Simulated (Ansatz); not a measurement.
Which YAML input does this script hand to the engine? (Ansatz's Python interface)

Notebook, run cell by cell (the value of a cell's last expression is shown):

**Cell 1**
```python
import ansatz
from pymatgen.core import Lattice, Structure
from pymatgen.io.ase import AseAtomsAdaptor
```

**Cell 2**
```python
pmg_structure = Structure(
    Lattice([[1.747253, 1.008777, 5.837681], [-1.747253, 1.008777, 5.837681], [0.0, -2.017554, 5.837681]]),
    ['Lu', 'Lu', 'C'],
    [
        [0.240827, 0.240827, 0.240827],
        [0.759173, 0.759173, 0.759173],
        [0.5, 0.5, 0.5],
    ],
)
xtal = ansatz.Crystal.from_ase(AseAtomsAdaptor.get_atoms(pmg_structure))
```

**Cell 3**
```python
xtal.resolved().sites[-1]
```
Output:
```text
Site(symbol='C', position=(0.5, 0.5, 0.5), moment=None, axis=None, held=None, saved=None)
```

**Cell 4**
```python
base = (
    xtal.calculation()
    .functional('pbesol')
    .pseudopotentials('paw')
    .occupations('Gaussian')
    .kpoints(density=4.5)
    .basis(550)
    .eigenstates(nscf_kmesh=(10, 10, 10), level_slopes=True)
)
surface = base.run().fermi_surface().to_plain()
for way, reading in surface.items():
    if reading:
        rho_lambda = [f'{v:.3e}' for v in reading['resistivity_times_mean_free_path_ohm_m2']]
        print(f'{way:24s} area {reading["spin_summed_area_per_ang2"]:8.3f} 1/A^2  rho*lambda (ohm m^2) {rho_lambda}')
```
Output:
```text
by_tetrahedra            area   12.469 1/A^2  rho*lambda (ohm m^2) ['1.841e-15', '1.841e-15', '7.291e-15']
by_slopes                area   15.871 1/A^2  rho*lambda (ohm m^2) ['1.448e-15', '1.448e-15', '5.677e-15']
on_every_second_point    area    4.178 1/A^2  rho*lambda (ohm m^2) ['6.038e-15', '6.038e-15', '1.270e-14']
```

`input.yaml`:
```yaml
crystal:
  lattice:
    - [1.747253, 1.008777, 5.837681]
    - [-1.747253, 1.008777, 5.837681]
    - [0.0, -2.017554, 5.837681]
  atoms:
    - { symbol: Lu, position: [0.24082700000000004, 0.24082700000000004, 0.24082700000000004] }
    - { symbol: Lu, position: [0.759173, 0.759173, 0.759173] }
    - { symbol: C, position: [0.5, 0.5, 0.5] }
basis:
  ecutwfc: 550.0
kpoints:
  mp_grid:
    kspacing: 0.2222222222222222
hamiltonian:
  xc: pbesol
  pseudopotentials:
    kind: paw
scf:
  occupations:
    method: gaussian
output:
  eigenstates:
    nscf_kmesh:
      grid: [10, 10, 10]
    de_dk: true
```

Reading the output:
- This cell is a computed structure, which may not be the phase found in nature.
- The three readings differ by the mesh error.
- Finished in 74 s on 1 thread of Arm Neoverse N1, with other jobs on the host, peak memory 0.68 GiB.
